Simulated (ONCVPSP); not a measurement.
# Pseudopotential generation for carbon: ONCV, PBE

Task: generate the file, and judge it by its errors in other configurations, its logarithmic derivatives, its ghosts and its cutoff.

The numbers are computed with ONCVPSP 4.0.1 (PBE, scalar-relativistic, spin-unpolarised reference atom).

## (1) The design

The settings as typed:

```json
{
 "element": "carbon (C, Z = 6)",
 "type": "optimised norm-conserving Vanderbilt (ONCV)",
 "frozen core": "[He]",
 "valence charge": "4",
 "reference configuration": "2s2 2p2",
 "partial waves": "2s: rc 0.95 bohr, ncon 3, nbas 6, qcut 7.7 1/bohr, 2 projectors, debl 2.5 Ha; 2p: rc 2.75 bohr, ncon 4, nbas 7, qcut 4.2 1/bohr, 2 projectors, debl 2 Ha",
 "local potential": "polynomial inside 0.65 bohr (lpopt 1, dvloc0 1 Ha)",
 "core correction": "not asked for"
}
```

## (2) Generation

C.dat

```
# ATOM AND REFERENCE CONFIGURATION
# atsym  z   nc   nv     iexc    psfile
  C 6.00    1    2        4      upf
#
#   n    l    f
    1    0    2.00
    2    0    2.00
    2    1    2.00
#
# PSEUDOPOTENTIAL AND OPTIMIZATION
# lmax
    1
#
#   l,   rc,      ep,       ncon, nbas, qcut
    0    0.95    0.00    3    6    7.70
    1    2.75    0.00    4    7    4.20
#
# LOCAL POTENTIAL
# lloc, lpopt,  rc(5),   dvloc0
    4    1    0.65    1.00
#
# VANDERBILT-KLEINMAN-BYLANDER PROJECTORs
# l, nproj, debl
    0    2    2.50
    1    2    2.00
#
# MODEL CORE CHARGE
# icmod, fcfact, rcfact
    0    0.00    0.00
#
# LOG DERIVATIVE ANALYSIS
# epsh1, epsh2, depsh
   -2.00    5.00    0.02
#
# OUTPUT GRID
# rlmax, drl
    6.00    0.01
#
# TEST CONFIGURATIONS
# ncnf
    4
# nvcnf
#   n    l    f
    2
    2    0    2.00
    2    1    1.00
#
    2
    2    0    2.00
    2    1    0.00
#
    2
    2    0    1.00
    2    1    0.00
#
    2
    2    0    2.00
    2    1    1.50
#
```

On the command line:

```sh
$ oncvpsp.x < C.dat > C.out
```

Before running it: what results should come out? Wanted: cutoffs for 1 and 0.1 mHa per electron, occupied waves; bound ghosts; GHOST(+) flags; largest test error; largest phase difference near zero energy, channels read.

As calculated:

| quantity | value |
| --- | --- |
| cutoffs for 1 and 0.1 mHa per electron, occupied waves | 21 Ha and 26 Ha |
| bound ghosts | none found |
| GHOST(+) flags | p at 45 eV |
| largest test error (AE − PS) | +2245 meV, for 2s1 2p0 |
| largest phase difference near zero energy, channels read | 0.197 rad |

What this shows: The worst unpolarised test, 2s1 2p0, is off by 2245 meV on 83.2 eV; by total energies transferability rates as poor. That test lies far up in energy; among those under 40 eV, nearer to bonding, the largest error is 1173 meV. By its cutoff, 21 Ha for the looser tolerance, it is of middling hardness. At the looser tolerance the 2s wave is the slowest; 2p needs 7 Ha. No bound ghost shows below the valence levels. Of the channels read, p scatters worst near zero energy, by up to 0.20 rad. The program also flags highly localised states, GHOST(+) (p).
